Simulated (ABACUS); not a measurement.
Crystal: WS.

```
CELL_PARAMETERS angstrom
3.44485 0.00000 0.00000
0.00000 3.44485 0.00000
0.00000 0.00000 3.44485
ATOMIC_POSITIONS crystal
W 0.50000 0.50000 0.50000
S 0.00000 0.00000 0.00000
```

The cell was built by a generator and needn't be a form met in nature.

- Program: ABACUS 3.10.1
- Task: single point
- Functional: PBE
- Potentials or basis: PseudoDojo NC SR 0.4.1 PBE standard
- Cutoff: 1007 eV
- Density cutoff: 4027 eV
- Basis: plane waves
- k mesh: 8 × 8 × 8
- Occupations: fermi-dirac, width 0.05 eV
- Spin: no spin polarisation

On this cell: pressure -35.6 GPa; largest force zero by symmetry; band gap on the k mesh none (metal or under the smearing width).

The same run follows on a disturbed copy (atoms moved at random, drawn with an rms of 0.05 Å):

```
W S
1.0
     3.44485    0.00000    0.00000
     0.00000    3.44485    0.00000
     0.00000    0.00000    3.44485
W S
1 1
Direct
  0.50260 0.49535 0.50050
  0.01259 0.00206 0.00004
```

**Question.** What does the disturbed cell give?

**Answer.** The energy (extrapolated to zero smearing) moves by -1.8 meV/atom; pressure -35.6 GPa; largest force 0.167 eV/Å; band gap on the k mesh none (metal or under the smearing width).

Forces in eV/Å, atoms in the order of the input:
```
W   -0.138 -0.093  0.006
S    0.138  0.093 -0.006
```

The energy falls, though the first cell shows no forces: that form is unstable against this distortion, unless noise or another electronic state is at work.

Caveats: a pressure of tens of GPa on the cell as given is suspect, and the run, the potentials or the cell itself is likely at fault (some runs); the cell as given lies far from equilibrium (some runs).
